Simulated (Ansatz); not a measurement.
# YbGe2Ru2 (I4/mmm) in Ansatz: notebook

One crystal, YbGe2Ru2, is run at these levels: PBEsol; tasks: single point.

Program: Ansatz 0.2.0. These are calculated values, not measurements. Logs are shortened: lines on timing, memory, paths and dates and some standing lists are left out, and cuts for length are marked.

### Step 1. The crystal as given

The structure is tetragonal, space group I4/mmm (No. 139). Conventional cell: a = 4.203 Å, b = 4.203 Å, c = 9.763 Å, α = 90.00°, β = 90.00°, γ = 90.00°. Around Yb (site symmetry 4/mmm) lie 10 Ge at 3.21 to 3.66 Å and 8 Ru at 3.22 Å. Ru (site symmetry -4m2) is surrounded by 4 Ge at 2.43 Å. Around Ge (site symmetry 4mm) lie 4 Ru at 2.43 Å and 1 Ge at 2.44 Å.

### Step 2. Single point, PBEsol, collinear spin, program default start

input.yaml reads:

```yaml
crystal:
  lattice:
    - [-2.1015, 2.1015, 4.8815]
    - [2.1015, -2.1015, 4.8815]
    - [2.1015, 2.1015, -4.8815]
  atoms:
    - { symbol: Yb, position: [0.0, 0.0, 0.0] }
    - { symbol: Ru, position: [0.25, 0.75, 0.5] }
    - { symbol: Ru, position: [0.75, 0.25, 0.5] }
    - { symbol: Ge, position: [0.625, 0.625, 0.0] }
    - { symbol: Ge, position: [0.375, 0.375, 0.0] }
hamiltonian:
  xc: pbesol
  pseudopotentials: { kind: paw }
magnetization:
  spin_polarized: true
  initial_magnetization: 0.0
  spin_locking: { lock_magnetization: hard }
kpoints:
  mp_grid: { grid: [8, 8, 8] }
scf:
  occupations: { method: fermi_dirac, width: 0.05 }
  lower_state_search: "off"
output:
  forces: true
  stress: true
  eigenvalues: true
```

Potentials or basis: Ansatz PAW.

Run with:

```sh
ansatz run input.yaml --threads 2 --pin off --max-ram 5632MiB --backend cpu --events-out ev --progress --plain --runs-dir out
```

Output:

```text
Warning: output.stress: scf.convergence.dr2_threshold = 1e-7 eV (the SCF's general default) is looser than the 5e-10 eV advised for a printed stress (1e-10 eV for each atom of the cell: 5). What an SCF threshold leaves in a stress goes as its square root, and in the free energy as the threshold itself, and one threshold admits the most on a small cell: of the crystals measured, under no hybrid functional and no lock of the moments, on runs that ended without the residual-converged pass, on stresses that held no estimate of that error, the worst erred by over 100 MPa in a component at 1e-7 eV an atom and by under 5 at 1e-10. Set scf.convergence.dr2_threshold to 5e-10 eV or tighter. The threshold is an SCF's pass mark: one that does not reach it within its budget of iterations ends unconverged, or closes short of it on a stop that the run arms, and scf.convergence.dr2_threshold's page says what that costs each kind of run
Warning: RAYON_NUM_THREADS=2 ignored (pool sized by the plan → 2); use --threads N
Engine: ansatz 0.2.0, aarch64-unknown-linux-gnu
Pseudopotentials: kind: paw
Pseudopotential: Yb, paw, valence charge 24, recommended cutoff 420 eV (normal), Yb.paw.azcp
Pseudopotential: Ru, paw, valence charge 16, recommended cutoff 420 eV (normal), Ru.paw.azcp
Pseudopotential: Ge, paw, valence charge 14, recommended cutoff 420 eV (normal), Ge.paw.azcp
Functional definition: PBEsol
  exchange = pbesol_x
  correlation = pbesol_c
Crystal: 5 atoms, lattice volume = 86.233 Å³
Basis set: ecut = 420 eV, 1661 PW (Γ), exchange–correlation on 80×80×80 points (8 copies of the dense FFT grid, shifted against one another)
Bands: 51, of which v1, the nominal top of the filled ones, is band 42 counted from 1 (41 counted from 0)
Symmetry: 16 space group operations
Space group: I4/mmm (ITA 139), of the structure as read, at distance tolerance 4.4e-5 Å
k-points: 59 of 512
Non-local potential: Yb, projectors of the file, l = 0: 3, l = 1: 2, l = 2: 2, l = 3: 3
Non-local potential: Ru, projectors of the file, l = 0: 3, l = 1: 2, l = 2: 2, l = 3: 1
Non-local potential: Ge, projectors of the file, l = 0: 2, l = 1: 2, l = 2: 3, l = 3: 1
PAW form: soft (Blöchl's): semilocal exchange-correlation on the pseudo side does not see the compensation charge
PAW frozen core: Yb, regenerated for the run's functional, and the local potential with it (the file was generated under x = pbe(κ = 0.804, μ = 0.2195149727645171), c = pbe(β = 0.06672455060314922))
PAW frozen core: Ru, regenerated for the run's functional, and the local potential with it (the file was generated under x = pbe(κ = 0.804, μ = 0.2195149727645171), c = pbe(β = 0.06672455060314922))
[... 37 lines left out ...]
Magnetization: 0.0000 μB (42.0000 up, 42.0000 down)
Absolute magnetization: 0.0000 μB (∫|ρ↑−ρ↓|)
Spin contamination: 0.0000 ħ² per cell (⟨S²⟩ above its minimum at these occupations)
Per-site moments (μB) at R_I (Å): [(0.0, 1.3252694589592326), (0.0, 1.0024358877871118), (0.0, 1.0024358877871118), (0.0, 1.0024358877871118), (0.0, 1.0024358877871118)]
Free energy (F): -33819.261184 eV
Harris-Foulkes:  -33819.261184 eV  (|F-HF|=8.58e-9)
Internal energy: -33819.207145 eV  (E = F + TS)
E sigma→0 (E₀):  -33819.234164 eV
Entropy (-TS):   -0.054039 eV (-10.808 meV/atom)
Fermi energy:    16.263057 (↑ 16.263057, ↓ 16.263057) eV
--- Per-component energies (eV) ---
  E_band       = -241.730208
  E_kinetic    = 1620.276977
  E_local      = -12511.003035  (includes V_loc(G=0)·N_el)
  E_nonlocal   = 2080.310470
  E_hartree    = 5169.071274
  E_xc         = -696.481070
  E_vxc        = -816.921482  (∫ρ·V_xc dr)
  E_paw        = -17991.509910  (= ΣΔE_a)
  E_vpaw       = -952.532428  (= ΣTr[D̂ρ^β])
  E_aug_tail   = 0.000219  (compensation charges beyond the density's cutoff)
  E_ewald      = -11493.343728
  E_core_change = 3.471658  (= ΣΔE_core)
  E_smearing   = -0.054039  (= −TS)
  E_closure    = 0.000000  (closes the sum)
  Σ components = -33819.261184   (vs F -33819.261184, Δ=0.00e0)
--- Forces (eV/Å), atoms counted from 1 ---
  atom   1  Yb     0.00000000     0.00000000     0.00000000
  atom   2  Ru    -0.00000000    -0.00000000     0.00000000
  atom   3  Ru     0.00000000    -0.00000000     0.00000000
  atom   4  Ge     0.00000000    -0.00000000     0.80253650
  atom   5  Ge     0.00000000    -0.00000000    -0.80253650
  max |Σ_I F_I| component: 1.11e-16 eV/Å
--- Stress (GPa, compression-positive) ---
       -1.745373       0.000000       0.000000
        0.000000      -1.745373       0.000000
       -0.000000      -0.000000       2.360797
  P = ⅓ Tr σ = -0.3766 GPa (-3.766 kbar)
--- Band table (eV; the first three rows and the last of 118) ---
  k-point 0 ↑: bands = ["-55.6580", "-55.6237", "-34.9509", "-25.8592", "-25.8592", "-25.6631", "-25.6631", "-25.6585", "-25.6123", "-7.8313", "-7.7519", "-7.7519", "-7.6689", "-7.6640", "-7.6540", "-7.6429", "-7.6429", "-7.6322", "-7.5962", "-7.2546", "-7.2546", "-7.1680", "5.1343", "8.3972", "10.7596", "12.4245", "12.4245", "12.8949", "14.1657", "14.8044", "14.8044", "15.3367", "15.6412", "15.9066", "15.9066", "15.9580", "15.9853", "16.0106", "16.0106", "16.2300", "16.3122", "16.3122", "16.4079", "17.0243", "17.6681", "19.6168", "19.6168", "19.8724", "20.5951", "21.6556", "23.2158"]
  k-point 1 ↑: bands = ["-55.6555", "-55.6262", "-34.9507", "-25.8633", "-25.8280", "-25.6963", "-25.6603", "-25.6547", "-25.6154", "-7.8318", "-7.7543", "-7.7494", "-7.6693", "-7.6633", "-7.6615", "-7.6448", "-7.6445", "-7.6332", "-7.5932", "-7.2598", "-7.2598", "-7.1691", "5.3607", "8.4666", "11.0063", "11.9781", "12.5755", "13.1288", "13.8138", "14.2784", "15.2434", "15.3532", "15.5386", "15.7663", "15.8400", "15.9674", "15.9779", "16.0006", "16.0088", "16.0696", "16.1802", "16.1838", "16.2381", "16.8729", "18.0029", "18.4747", "20.2315", "20.2836", "21.4189", "22.2699", "22.7568"]
  k-point 2 ↑: bands = ["-55.6493", "-55.6322", "-34.9501", "-25.8731", "-25.7757", "-25.7522", "-25.6534", "-25.6458", "-25.6229", "-7.8325", "-7.7602", "-7.7494", "-7.6697", "-7.6695", "-7.6616", "-7.6488", "-7.6486", "-7.6382", "-7.5874", "-7.2742", "-7.2724", "-7.1681", "5.8878", "8.6264", "11.0302", "12.0614", "12.9476", "13.0173", "13.5331", "13.5821", "15.0522", "15.2100", "15.4381", "15.6316", "15.6526", "15.8326", "15.9615", "15.9870", "15.9878", "16.0312", "16.0755", "16.0865", "16.1586", "16.6456", "17.9692", "18.2544", "20.6391", "21.5282", "21.6980", "22.0801", "22.1298"]
  k-point 58 ↓: bands = ["-55.6580", "-55.6237", "-34.9511", "-25.8593", "-25.8593", "-25.6631", "-25.6631", "-25.6579", "-25.6120", "-7.8306", "-7.7509", "-7.7509", "-7.6775", "-7.6558", "-7.6454", "-7.6443", "-7.6443", "-7.6408", "-7.5877", "-7.2527", "-7.2527", "-7.1914", "6.0543", "6.9915", "10.9373", "12.6194", "12.6194", "12.9288", "13.7198", "14.0339", "14.0339", "14.3695", "15.8704", "15.8704", "15.9124", "15.9837", "16.0265", "16.0283", "16.0283", "16.4220", "16.7597", "16.7597", "17.6677", "17.7411", "19.2589", "19.9253", "20.1857", "20.5067", "21.6162", "21.6162", "22.5818"]
```

Wall time 22 s (2 threads of Arm Neoverse V1, shared host); peak memory 0.64 GiB.

Results:

- Free energy: -33819.2612 eV
- Pressure: -0.4 GPa
- Largest force: 0.803 eV/Å
- Net moment: 0.00 μB per cell
- Absolute moment: 0.00 μB per cell

Forces on the atoms (eV/Å):
```
Yb   0.000  0.000  0.000
Ru   0.000  0.000  0.000
Ru   0.000  0.000  0.000
Ge   0.000  0.000  0.803
Ge   0.000  0.000 -0.803
```

Stress tensor (GPa, compression positive):
```
-1.75  0.00  0.00
 0.00 -1.75  0.00
 0.00  0.00  2.36
```

Caveat: spin-orbit coupling is left out, which moves the levels of the heavy elements; the cell's inner coordinates are idealised or old, which leaves forces on the atoms; the total moment is fixed, so each spin has its own Fermi level; without U or exact exchange the open f shell lies at the Fermi level, which spoils levels, moments and volumes; the PAW data sets come from PBE, with cores solved anew for the run's functional, which leaves a small shift of forces and pressure; the thresholds are loose for stress. The state reached can hang on the start; a lower one may exist.

### Step 3. Single point, PBEsol, collinear spin, ferromagnetic start

Changes to input.yaml since step 2:

```diff
@@ -6,5 +6,5 @@
   atoms:
-    - { symbol: Yb, position: [0.0, 0.0, 0.0] }
-    - { symbol: Ru, position: [0.25, 0.75, 0.5] }
-    - { symbol: Ru, position: [0.75, 0.25, 0.5] }
+    - { symbol: Yb, position: [0.0, 0.0, 0.0], spin: 0.2666666667 }
+    - { symbol: Ru, position: [0.25, 0.75, 0.5], spin: 0.2666666667 }
+    - { symbol: Ru, position: [0.75, 0.25, 0.5], spin: 0.2666666667 }
     - { symbol: Ge, position: [0.625, 0.625, 0.0] }
@@ -16,3 +16,3 @@
   spin_polarized: true
-  initial_magnetization: 0.0
+  initial_magnetization: 0.8
   spin_locking: { lock_magnetization: hard }
```

Potentials or basis: Ansatz PAW.

Run with:

```sh
ansatz run input.yaml --threads 2 --pin off --max-ram 5632MiB --backend cpu --events-out ev --progress --plain --runs-dir out
```

Output:

```text
Warning: output.stress: scf.convergence.dr2_threshold = 1e-7 eV (the SCF's general default) is looser than the 5e-10 eV advised for a printed stress (1e-10 eV for each atom of the cell: 5). What an SCF threshold leaves in a stress goes as its square root, and in the free energy as the threshold itself, and one threshold admits the most on a small cell: of the crystals measured, under no hybrid functional and no lock of the moments, on runs that ended without the residual-converged pass, on stresses that held no estimate of that error, the worst erred by over 100 MPa in a component at 1e-7 eV an atom and by under 5 at 1e-10. Set scf.convergence.dr2_threshold to 5e-10 eV or tighter. The threshold is an SCF's pass mark: one that does not reach it within its budget of iterations ends unconverged, or closes short of it on a stop that the run arms, and scf.convergence.dr2_threshold's page says what that costs each kind of run
Warning: RAYON_NUM_THREADS=2 ignored (pool sized by the plan → 2); use --threads N
[... 8 set-up lines as earlier in the session ...]
Crystal: 5 atoms, lattice volume = 86.233 Å³
Basis set: ecut = 420 eV, 1661 PW (Γ), exchange–correlation on 80×80×80 points (8 copies of the dense FFT grid, shifted against one another)
Bands: 51, of which v1, the nominal top of the filled ones, is band 42 counted from 1 (41 counted from 0)
[... 2 set-up lines as earlier in the session ...]
Magnetic group: BNS 139.531 (UNI 1191), of the structure as read, at distance tolerance 4.4e-5 Å
k-points: 59 of 512
[... 6 set-up lines as earlier in the session ...]
PAW frozen core: Ge, regenerated for the run's functional, and the local potential with it (the file was generated under x = pbe(κ = 0.804, μ = 0.2195149727645171), c = pbe(β = 0.06672455060314922))
PAW one-centre angular grid: Yb, 590 points (default); XC on 64 Gauss nodes
PAW one-centre angular grid: Ru, 590 points (default); XC on 64 Gauss nodes
PAW one-centre angular grid: Ge, 590 points (default); XC on 64 Gauss nodes
Initial density: superposition of atomic densities (chi_scale 0.1, normalization cell)
[... 24 lines left out ...]
iter 20 did not close the SCF: its close was put off for a magnetic moment that had not settled (scf_convergence_deferred on its scf_iter line)
SCF iter  20: F=-33819.225822 eV  HF=-33819.225822 eV  |F-HF|=4.33e-9  |Δ(HF+E_count)|=   9.35e-9  Δρ=2.22e-6 (↑1.05e-6 ↓2.22e-6)  dr2=7.39e-9  dr2_m=6.68e-10  M=0.800 μB ∫|m|=0.804 μB  β_m=0.81  ethr=1.19e-10  ⟨swp⟩=11.1  Hψ=26180  notcnv=0
iter 21 did not close the SCF: its close was put off for a magnetic moment that had not settled (scf_convergence_deferred on its scf_iter line)
SCF iter  21: F=-33819.225822 eV  HF=-33819.225822 eV  |F-HF|=5.37e-8  |Δ(HF+E_count)|=  4.22e-10  Δρ=5.56e-6 (↑1.01e-6 ↓5.56e-6)  dr2=3.92e-8  dr2_m=4.28e-9  M=0.800 μB ∫|m|=0.804 μB  β_m=0.81  ethr=8.80e-12  ⟨swp⟩=2.1  Hψ=20514  notcnv=0
SCF iter  22: F=-33819.225822 eV  HF=-33819.225822 eV  |F-HF|=6.84e-10  |Δ(HF+E_count)|=   1.86e-9  Δρ=4.90e-7 (↑2.09e-7 ↓4.90e-7)  dr2=5.41e-10  dr2_m=4.33e-11  M=0.800 μB ∫|m|=0.804 μB  ethr=8.80e-12  ⟨swp⟩=2.7  Hψ=18313  notcnv=0
SCF 1 converged in 22 iterations: F = -33819.225822 eV  dr2 = 5.41e-10
SCF converged after 22 iterations
Stability checked in part: among states of this total moment the steps that led to this state did not find it unstable. No probe was made; neither looks for a lower state of another moment (fixed_total_moment; see scf.lower_state_search)
Magnetization: 0.8000 μB (42.4000 up, 41.6000 down)
Absolute magnetization: 0.8038 μB (∫|ρ↑−ρ↓|, with the PAW one-centre terms)
Spin contamination: 0.0020 ħ² per cell (⟨S²⟩ above its minimum at these occupations)
Per-site moments (μB) at R_I (Å): [(0.3036483556461121, 1.3252694589592326), (0.17550644194402604, 1.0024358877871118), (0.1755064419440261, 1.0024358877871118), (0.005115823404467683, 1.0024358877871118), (0.005115823404467617, 1.0024358877871118)]
Free energy (F): -33819.225822 eV
Harris-Foulkes:  -33819.225822 eV  (|F-HF|=6.84e-10)
Internal energy: -33819.167040 eV  (E = F + TS)
E sigma→0 (E₀):  -33819.196431 eV
Entropy (-TS):   -0.058783 eV (-11.757 meV/atom)
Fermi energy:    16.287219 (↑ 16.401995, ↓ 16.172443) eV
--- Per-component energies (eV) ---
  E_band       = -243.979451
  E_kinetic    = 1620.549481
  E_local      = -12507.525663  (includes V_loc(G=0)·N_el)
  E_nonlocal   = 2078.717000
  E_hartree    = 5166.152601
  E_xc         = -696.684078
  E_vxc        = -817.183563  (∫ρ·V_xc dr)
  E_paw        = -17990.504531  (= ΣΔE_a)
  E_vpaw       = -950.842476  (= ΣTr[D̂ρ^β])
  E_aug_tail   = 0.000219  (compensation charges beyond the density's cutoff)
  E_ewald      = -11493.343728
  E_core_change = 3.471658  (= ΣΔE_core)
  E_smearing   = -0.058783  (= −TS)
  E_closure    = 0.000000  (closes the sum)
  Σ components = -33819.225822   (vs F -33819.225822, Δ=0.00e0)
--- Forces (eV/Å), atoms counted from 1 ---
  atom   1  Yb     0.00000000    -0.00000000     0.00000000
  atom   2  Ru     0.00000000    -0.00000000     0.00000000
  atom   3  Ru     0.00000000    -0.00000000     0.00000000
  atom   4  Ge     0.00000000    -0.00000000     0.75021046
  atom   5  Ge    -0.00000000     0.00000000    -0.75021046
  max |Σ_I F_I| component: 6.94e-18 eV/Å
--- Stress (GPa, compression-positive) ---
       -1.835450       0.000000       0.000000
        0.000000      -1.835450       0.000000
       -0.000000       0.000000       2.754626
  P = ⅓ Tr σ = -0.3054 GPa (-3.054 kbar)
--- Band table (eV; the first three rows and the last of 118) ---
  k-point 0 ↑: bands = ["-55.7285", "-55.6943", "-35.1072", "-25.9378", "-25.9378", "-25.7422", "-25.7422", "-25.7211", "-25.6750", "-7.8198", "-7.7440", "-7.7440", "-7.6584", "-7.6535", "-7.6427", "-7.6318", "-7.6318", "-7.6209", "-7.5917", "-7.3686", "-7.3686", "-7.2937", "5.1254", "8.3759", "10.7371", "12.3790", "12.3790", "12.8496", "14.1162", "14.7601", "14.7601", "15.2168", "15.6054", "15.6453", "15.6453", "15.7327", "15.7524", "15.7689", "15.7689", "16.0437", "16.2610", "16.2610", "16.3106", "16.9813", "17.6101", "19.5761", "19.5761", "19.8348", "20.5459", "21.6081", "23.1688"]
  k-point 1 ↑: bands = ["-55.7259", "-55.6967", "-35.1069", "-25.9418", "-25.9067", "-25.7753", "-25.7394", "-25.7174", "-25.6781", "-7.8204", "-7.7469", "-7.7402", "-7.6589", "-7.6538", "-7.6528", "-7.6341", "-7.6334", "-7.6222", "-7.5871", "-7.3730", "-7.3713", "-7.2959", "5.3523", "8.4470", "10.9837", "11.9380", "12.5316", "13.0816", "13.7568", "14.2432", "15.1882", "15.2610", "15.4233", "15.6034", "15.6631", "15.7422", "15.7513", "15.7597", "15.7970", "15.8822", "16.0072", "16.0501", "16.1832", "16.8218", "17.9491", "18.4287", "20.1917", "20.2419", "21.3739", "22.2053", "22.7118"]
  k-point 2 ↑: bands = ["-55.7198", "-55.7027", "-35.1064", "-25.9516", "-25.8545", "-25.8310", "-25.7325", "-25.7084", "-25.6856", "-7.8214", "-7.7541", "-7.7383", "-7.6667", "-7.6594", "-7.6510", "-7.6389", "-7.6375", "-7.6286", "-7.5780", "-7.3841", "-7.3820", "-7.2959", "5.8811", "8.6111", "11.0005", "12.0323", "12.9082", "12.9869", "13.4857", "13.5158", "14.9885", "15.1346", "15.3146", "15.5371", "15.5449", "15.7191", "15.7309", "15.7363", "15.7931", "15.7984", "15.8540", "15.8618", "16.0305", "16.5839", "17.9271", "18.2016", "20.5945", "21.4780", "21.6381", "22.0333", "22.0841"]
  k-point 58 ↓: bands = ["-55.5917", "-55.5573", "-34.9842", "-25.7908", "-25.7908", "-25.5941", "-25.5941", "-25.5857", "-25.5397", "-7.8171", "-7.7383", "-7.7383", "-7.6641", "-7.6424", "-7.6327", "-7.6310", "-7.6310", "-7.6282", "-7.5750", "-7.2827", "-7.2827", "-7.2196", "6.0811", "7.0097", "10.9805", "12.6741", "12.6741", "12.9663", "13.7652", "14.0725", "14.0725", "14.4178", "15.8685", "15.8685", "15.9004", "15.9360", "15.9784", "16.0077", "16.0077", "16.5058", "16.8109", "16.8109", "17.7154", "17.7622", "19.2975", "19.9474", "20.1856", "20.5376", "21.6251", "21.6251", "22.6212"]
```

It took 41 s on 2 threads of Arm Neoverse V1, shared host; peak memory 0.67 GiB.

What came out:

| Quantity | Value |
| --- | --- |
| Free energy | -33819.2258 eV |
| Pressure | -0.3 GPa |
| Largest force | 0.750 eV/Å |
| Net moment | 0.80 μB per cell |
| Absolute moment | 0.80 μB per cell |
| Site moments | Yb +0.30; Ru +0.18; Ge +0.01 μB |

Forces on the atoms (eV/Å):
```
Yb   0.000  0.000  0.000
Ru   0.000  0.000  0.000
Ru   0.000  0.000  0.000
Ge   0.000  0.000  0.750
Ge   0.000  0.000 -0.750
```

Stress tensor (GPa, compression positive):
```
-1.84  0.00  0.00
 0.00 -1.84  0.00
 0.00  0.00  2.75
```

Caveat: spin-orbit coupling is left out, which moves the levels of the heavy elements; the cell's inner coordinates are idealised or old, which leaves forces on the atoms; the total moment is fixed, so each spin has its own Fermi level; without U or exact exchange the open f shell lies at the Fermi level, which spoils levels, moments and volumes; the PAW data sets come from PBE, with cores solved anew for the run's functional, which leaves a small shift of forces and pressure; the thresholds are loose for stress. The state reached can hang on the start; a lower one may exist.

(Continued in part 2 of 2.)
